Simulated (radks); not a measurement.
# Fractional charge and spin in the 6s shell of thallium

The task here is to estimate one member of a computed series from the others.

Program: radks (a radial shooting solver on a logarithmic mesh, Libxc functionals) version 1. Level of theory: scalar-relativistic Kohn-Sham, PBEsol, spin-polarised, spherical densities, finite nucleus. These are calculated values, not measurements, unless marked.

## The atom as given

- element: thallium (Z = 81)
- configuration: [Xe] 4f14 5d10 6s(up 1, down 1)
- nuclear rms radius: 5.4759 fm

A shell typed twice in an input gives spin up, then spin down.

Set-up of the first run:

Input:

```text
Z 81
configuration [Xe] 4f14 5d10 6s1 6s1
relativity scalar-relativistic
functional pbe_sol,pbe_sol
spin polarised
nucleus finite rms 5.4759 fm
c 137.035999084
```

Steps of the session up to this table: 6s: up 1, down 1.

One table of the session follows, with a row left open; its other results are not shown here.

It belongs to the step «6s: up 1, down 1». Sizes of the orbitals, from the radial functions (bohr):

| level | <r> | outermost maximum (interpolated) | 90 % within | nodes |
| --- | --- | --- | --- | --- |
| 4s | 0.3918 | 0.369 | 0.561 | 3 |
| 4p | 0.4177 | 0.389 | 0.605 | 2 |
| 4d | 0.4399 | 0.395 | 0.655 | 1 |
| 5s | ? | ? | ? | ? |
| 4f | 0.4677 | 0.358 | 0.745 | 0 |
| 5p | 1.007 | 0.904 | 1.46 | 3 |
| 5d | 1.383 | 1.12 | 2.12 | 2 |
| 6s | 2.379 | 2.04 | 3.48 | 5 |

Q: Estimate the row for 5s from the others.

As computed: <r>: 0.8770; outermost maximum (interpolated): 0.808; 90 % within: 1.25; nodes: 4. In the column «<r>» it lies between 4f (0.4677) and 5p (1.007).
